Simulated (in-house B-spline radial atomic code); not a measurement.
# I¹⁴⁺: ionisation energy by several methods

Wanted: one ionisation energy, I¹⁴⁺ to configuration [Kr] 4d2, up the ladder of functionals.

The numbers are computed with in-house B-spline radial atomic code version 1 (Dirac-Coulomb, several functionals; spherical all-electron atom at the radial basis limit), except any that are marked as measured or tabulated.

## Step 1: The atom as given

| Quantity | Value |
| --- | --- |
| element | iodine (Z = 53) |
| charge | +14 |
| electrons | 39 |
| configuration | [Kr] 4d3 |
| nucleus | Fermi, rms radius 4.750 fm |

The outer shells:

[Kr] 4d3
```
[Kr] core
4d [↑ ][↑ ][↑ ][  ][  ]
```

The boxes only draw the filling; these runs are spin-restricted and spherical.

## Step 2: LDA (PW92)

Input settings:

```ini
Z = 53
electrons = 39.0
configuration = [Kr] 4d3
hamiltonian = dirac
method = lda,pw
spin_polarised = False
nucleus = fermi
rms_radius = 4.75
mass_number = 127
atomic_mass = 126.904472592
speed_of_light = 137.035999084
```

## Step 3: BP86

Changes to the settings of step 2:

```diff
@@ -4,3 +4,3 @@
 hamiltonian = dirac
-method = lda,pw
+method = b88,p86
 spin_polarised = False
```

The tabulated ionisation energy is 335 ± 3 eV (tabulated theoretical; NIST Atomic Spectra Database). What does each method give, and which comes nearest?

**Answer**, as computed:

| method | rung | total energy (hartree) | ΔSCF (eV) | with Breit, QED, recoil (eV) | −ε highest (eV) | corrected ΔSCF less tabulated (eV) |
| --- | --- | --- | --- | --- | --- | --- |
| LDA (PW92) | LDA | -7042.9947 | 334.70 | 334.66 | 319.41 (4d5/2) | -0.34 |
| BP86 | GGA | -7050.0884 | 334.61 | 334.57 | 319.34 (4d5/2) | -0.43 |

What this shows: Tables give 335 ± 3 eV (tabulated theoretical; NIST Atomic Spectra Database) for the ionisation energy. LDA (PW92) misses by -0.34 eV, the least, and BP86 by -0.43 eV (0.13 %), the most. The table's own uncertainty is as large as these misses, so the order means little. All methods miss on the same side by much the same amount, which points to something that they share. Open shells are averaged (over orientations, and over spins where the run is restricted), while tables refer to the lowest levels. For the semilocal functionals minus the highest level recovers only 95 % of their own ΔSCF value, a mark of self-interaction.

Members of this set that are not shown: 1 used exact exchange with fractional occupations of an open shell, which is unsound here.
